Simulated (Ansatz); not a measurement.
**BH3S (SMILES BS) at BLYP/STO-3G**

Aim: the electronic atomisation energy of BH3S at BLYP/STO-3G, from 4 runs. 

Program for the calculation: Ansatz 0.2.0.

54 further runs of the same task are left out: 2 that didn't finish, 52 set aside as unsound or not needed.

### 1 The molecule

BH3S has 5 atoms, charge 0, and is taken as a singlet. As SMILES, `BS`. The coordinates come from a PBE0-D4/def2-TZVP relaxation.

Bond lengths: B1–S2 1.765 Å, B1–H3 1.192 Å, B1–H4 1.190 Å, S2–H5 1.344 Å. Angles: B1–S2–H5 99.2°, S2–B1–H3 115.8°, S2–B1–H4 121.4°, H3–B1–H4 122.7°.

### 2 The energy at BLYP/STO-3G

molecule.yaml

```yaml
crystal:
  periodic: [false, false, false]
  atoms:
    - {symbol: B, position_ang: [-0.392100, -0.421000, 0.088100]}
    - {symbol: S, position_ang: [0.161700, 1.236900, -0.154300]}
    - {symbol: H, position_ang: [-1.562900, -0.556400, 0.264200]}
    - {symbol: H, position_ang: [0.367100, -1.337600, 0.074200]}
    - {symbol: H, position_ang: [1.476100, 1.004400, -0.313600]}
basis:
  gaussian:
    orbitals: STO-3G
total_charge: 0
hamiltonian:
  xc: {name: BLYP}
accuracy: high
```

Run with:

```
$ ansatz run molecule.yaml --threads 1 --pin off --max-ram 2610MiB --events-out events.jsonl --progress --plain --runs-dir runs
```

The log of the run:

```text
Warning: RAYON_NUM_THREADS=1 ignored (pool sized by the plan → 1); use --threads N
Functional definition: BLYP
  name "BLYP"
  parameter beta = 0.0042
  parameter a = 0.04918
  parameter b = 0.132
  parameter c = 0.2533
  parameter d = 0.349
  exchange = b88_x(beta = beta)
  correlation = lyp_c(a = a, b = b, c = c, d = d)
287 factors; integrals over basis functions are off by at most 2.4e-8 eV
mean field evaluation 1: about -11430.1761 eV, gradient 1.1e1 eV
mean field evaluation 2: about -11429.8492 eV, gradient 1.3e1 eV
mean field evaluation 4: about -11430.6645 eV, gradient 3.2e-1 eV
mean field evaluation 8: about -11430.6089 eV, gradient 9.2e-4 eV
mean field evaluation 16: about -11430.6089 eV, gradient 1.6e-8 eV
mean field -11430.60894729 eV, -420.0671308680 hartree, gradient 1.6e-8 eV, S^2 0.000000; 0 other end points of the search recorded, 0 dependent functions left out
reference -11430.60898156 eV, -420.0671321272 hartree; 12, 12 occupied and 5, 5 virtual orbitals, 287 factors
Total energy: -11430.60898156 eV, -420.0671321272 hartree
```

Run time: 0.89 s. Hardware: 1 thread of Arm Neoverse V1, shared host.

### 3 The B atom at the same level

run.yaml

```yaml
crystal:
  periodic: [false, false, false]
  atoms:
    - {symbol: B, position_ang: [0.000000, 0.000000, 0.000000]}
basis:
  gaussian:
    orbitals: STO-3G
total_charge: 0
magnetization:
  spin_polarized: true
  initial_magnetization: 1
hamiltonian:
  xc: {name: BLYP}
accuracy: high
```

Run the same way, it converges to -24.26591 Eh (log not shown).

### 4 The H atom at the same level

input.yaml

```yaml
crystal:
  periodic: [false, false, false]
  atoms:
    - {symbol: H, position_ang: [0.000000, 0.000000, 0.000000]}
basis:
  gaussian:
    orbitals: STO-3G
hamiltonian:
  xc: {name: BLYP}
accuracy: high
magnetization:
  spin_polarized: true
  initial_magnetization: 1
```

Run the same way, it converges to -0.46274 Eh (log not shown).

### 5 The S atom

in.yaml

```yaml
crystal:
  periodic: [false, false, false]
  atoms:
    - {symbol: S, position_ang: [0.000000, 0.000000, 0.000000]}
basis:
  gaussian:
    orbitals: STO-3G
magnetization:
  spin_polarized: true
  initial_magnetization: 2
hamiltonian:
  xc: {name: BLYP}
accuracy: high
```

Run the same way, it converges to -393.62799 Eh (log not shown).

### 6 Outcome

Level: BLYP/STO-3G.

| quantity | value |
| --- | --- |
| molecule: total energy | -420.06713 Eh |
| B atom: total energy | -24.26591 Eh |
| B atom: ⟨S²⟩ | 0.750 |
| H atom: total energy | -0.46274 Eh |
| H atom: ⟨S²⟩ | 0.750 |
| S atom: total energy | -393.62799 Eh |
| S atom: ⟨S²⟩ | 2.000 |
| electronic atomisation energy | 21.361 eV |

What this shows: Taking the molecule apart into free atoms costs 21.36 eV (493 kcal/mol), before zero-point energy and without spin-orbit coupling. In a minimal basis such a difference can be off by several eV, whatever the method.
